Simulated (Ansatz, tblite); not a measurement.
# PtSeO with GFN1-xTB from a Python script

These are simulated results from tblite 0.8.0, not measurements. The cell was built from a prototype and was relaxed with r2SCAN in plane waves (Ansatz 0.2.0). It may be hypothetical. It is a single sheet, repeated along a and b, with vacuum along c. All runs are without spin polarisation.

In-plane lattice: a = 3.438 Å, b = 3.438 Å, γ = 120.0°; thickness between the outer nuclei 2.25 Å. Pt has 3 O at 2.20 Å and 3 Se at 2.38 Å; O has 3 Pt at 2.20 Å; Se has 3 Pt at 2.38 Å.

tblite solves periodic systems at the zone centre alone, so the script builds a cluster of 3×3×1 conventional cells (27 atoms), which folds in a coarse mesh of k points.

run.py reads:

```python
import json
from ase import Atoms
from ase.build import make_supercell
from ase.units import Bohr, GPa, Hartree
from tblite.interface import Calculator

atoms = Atoms(['Pt', 'O', 'Se'],
              cell=[[3.437911, -0.0, -0.0], [-1.718955, 2.977318, 0.0], [-0.0, 0.0, 29.296376]],
              scaled_positions=[[0.0, -0.0, 0.311458], [0.333333, 0.666667, 0.343468], [0.666667, 0.333333, 0.26669]],
              pbc=True)
cluster = make_supercell(atoms, [[3, 0, 0], [0, 3, 0], [0, 0, 1]])
calc = Calculator('GFN1-xTB', cluster.numbers, cluster.positions / Bohr, lattice=cluster.cell[:] / Bohr, periodic=cluster.pbc)
calc.set('temperature', 0.02 / Hartree)
calc.set('max-iter', 150)
res = calc.singlepoint()
levels = res.get('orbital-energies') * Hartree
nv = round(res.get('orbital-occupations').sum() / 2)
cells = len(cluster) // len(atoms)
out = {'energy_per_cell': res.get('energy') * Hartree / cells, 'homo': levels[nv - 1], 'lumo': levels[nv],
       'stress': (-res.get('virial') * Hartree / cluster.get_volume() / GPa).tolist(), 'charges': res.get('charges')[:len(atoms)].tolist(), 'electrons': 2 * nv / cells}
json.dump(out, open('results.json', 'w'))
for key, value in out.items():
    print(key, value)
```

Command: `python run.py`. It took 1 s on 1 thread of Arm Neoverse V1, on a shared host, peak memory 0.098 GiB.

The log:

```
------------------------------------------------------------
  cycle        total energy    energy error   density error
------------------------------------------------------------
      1     -104.2132075470  -1.0417170E+02   8.6391055E-01
      2     -62.43401270513   4.1779195E+01   1.4556135E+00
      3     -96.96870001494  -3.4534687E+01   8.4604058E-01
      4     -108.5104930169  -1.1541793E+01   4.6685627E-01
      5     -111.6102789763  -3.0997860E+00   2.7634891E-01
      6     -111.5613510431   4.8927933E-02   2.8959972E-01
      7     -111.7649119761  -2.0356093E-01   4.9660377E-02
      8     -111.7898718888  -2.4959913E-02   7.3245906E-03
      9     -111.7893862267   4.8566210E-04   8.6680009E-03
     10     -111.7898689178  -4.8269118E-04   2.2697452E-03
     11     -111.7899019152  -3.2997345E-05   1.5242690E-03
     12     -111.7899219769  -2.0061706E-05   2.9154954E-04
     13     -111.7899219552   2.1666096E-08   2.3910468E-04
     14     -111.7899218884   6.6804347E-08   1.5943354E-04
     15     -111.7899220242  -1.3581491E-07   2.2821199E-06
------------------------------------------------------------

 total:                                   0.328 sec
energy_per_cell -337.9954135372629
homo -12.267192251802571
lumo -10.957282723940917
stress [[0.8489300922090867, -1.2344851890666149e-05, 1.82360339626847e-05], [-1.234485189070336e-05, 0.8489195679335292, -9.08951064206687e-06], [1.8236033962691742e-05, -9.089510642097956e-06, 0.49478596247070716]]
charges [0.3903677541295878, -0.4433637927020815, 0.05299552104556484]
electrons 22.0
```

The cycle table is in hartree for the whole cluster, and the lines after it are in eV (the energy for one cell). The printed stress is in GPa and positive in compression, and the pressure is its mean diagonal, here averaged over the vacuum too.

GFN1-xTB gives a gap of 1.31 eV. On the same cell, plane-wave PBE (Ansatz, 12×12×1 k points and the special points) gives a gap of 0.81 eV and r2SCAN a gap of 1.01 eV; on shared hosts these took about 19 and 50 core-seconds on the 3-atom cell, against 1 for the script. Spin-orbit coupling, left out in all these runs, can cut or reorder the gap by tenths of an eV, up to about 1 eV with Pb or Bi. xTB was fitted to molecules, so gaps, charges and pressures of solids can be far off, and the gap also depends on the size of the cluster.

xTB was fitted mostly to molecules, and a small cluster samples few k points, so gaps, pressures and kinks along a curve can be far from a solid's.

No spin-orbit coupling is included; it can move band edges with weight on the heavy atoms by tenths of an eV.
